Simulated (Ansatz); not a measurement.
**C₃H₇GeN: one species, many methods**

One table from this session's results is given with a row withheld; the runs are named, their logs left out.

The runs use Ansatz 0.2.0, Gaussian basis; functionals in def2-TZVPP, the program's frozen cores in correlated methods.

Plan: PBE-D4, r2SCAN-D4, PBE0-D4, B3LYP-D4, ωB97X-V, ωB97M-V, B2PLYP; CCSD(T)/def2-TZVPP; MP2/def2-QZVPP; extrapolation to the limit.

### Structure used throughout

An earlier PBE0-D4 in a triple-zeta def2 set relaxation fixed the geometry.

SMILES `C=[C]1[CH2][GeH]1[NH2]`, 12 atoms, charge 0, spin multiplicity 1.

Atoms are counted from 1 here; the program's logs count them from 0.

Bond lengths: C1–C2 1.319 Å, C1–H6 1.089 Å, C1–H7 1.085 Å, C2–C3 1.508 Å, C2–Ge4 1.898 Å, C3–Ge4 1.969 Å, C3–H8 1.089 Å, C3–H9 1.089 Å, Ge4–N5 1.832 Å, Ge4–H10 1.525 Å, N5–H11 1.011 Å, N5–H12 1.011 Å. Angles: C2–C1–H6 121.3°, C2–C1–H7 121.7°, H6–C1–H7 117.0°, C1–C2–C3 136.6°, C1–C2–Ge4 153.7°, C3–C2–Ge4 69.6°, C2–C3–Ge4 64.6°, C2–C3–H8 116.7°, C2–C3–H9 116.7°, Ge4–C3–H8 119.6°, Ge4–C3–H9 118.6°, H8–C3–H9 112.6°, C2–Ge4–C3 45.9°, C2–Ge4–N5 119.0°, C2–Ge4–H10 122.6°, C3–Ge4–N5 123.2°, C3–Ge4–H10 119.6°, N5–Ge4–H10 111.8° and more.

Set-up of the first run:

Contents of in.yaml:

```yaml
crystal:
  periodic: [false, false, false]
  atoms:
    - {symbol: C, position_ang: [-1.106065, 1.286632, 1.330763]}
    - {symbol: C, position_ang: [-0.238102, 0.495793, 0.729428]}
    - {symbol: C, position_ang: [0.358000, -0.867398, 0.976706]}
    - {symbol: Ge, position_ang: [0.919055, 0.009823, -0.694732]}
    - {symbol: N, position_ang: [0.195779, -0.392410, -2.329535]}
    - {symbol: H, position_ang: [-1.573703, 1.002283, 2.272465]}
    - {symbol: H, position_ang: [-1.386575, 2.247672, 0.912734]}
    - {symbol: H, position_ang: [-0.325387, -1.714368, 0.936827]}
    - {symbol: H, position_ang: [1.076496, -0.946747, 1.791462]}
    - {symbol: H, position_ang: [2.338507, 0.553002, -0.821276]}
    - {symbol: H, position_ang: [-0.803476, -0.540941, -2.286345]}
    - {symbol: H, position_ang: [0.622373, -1.188538, -2.784397]}
basis:
  gaussian: {orbitals: def2-TZVPP}
hamiltonian: {xc: pbe, dispersion: d4}
output: {forces: true, orbitals: {seedname: orbitals}}
```

Launch:

```sh
$ ansatz run in.yaml --threads 4 --pin off --events-out ev --progress --plain --max-ram 10444MiB
```

Among the steps run: PBE-D4 (GGA); r2SCAN-D4 (meta-GGA); PBE0-D4 (hybrid); B3LYP-D4 (hybrid); ωB97X-V (range-separated); ωB97M-V (range-separated); B2PLYP (double hybrid); CCSD(T) in def2-TZVPP; MP2 in def2-QZVPP.

One of the session's tables, all rows but one given; the rest of the session is left out.

```
            method  atomisation energy (eV)
            PBE-D4                   47.069
         r2SCAN-D4                        ?
           PBE0-D4                   46.143
          B3LYP-D4                   45.851
           ωB97X-V                   45.987
           ωB97M-V                   45.888
            B2PLYP                   45.398
     HF/def2-TZVPP                   32.184
    MP2/def2-TZVPP                   45.413
   CCSD/def2-TZVPP                   43.942
CCSD(T)/def2-TZVPP                   44.757
           MP2/CBS                   46.584
       CCSD(T)/CBS                   45.929
```

Q: Estimate the row for r2SCAN-D4 from the others.

The run gave: atomisation energy (eV): 45.958. In the column «atomisation energy (eV)» it lies between CCSD(T)/CBS (45.929) and ωB97X-V (45.987).
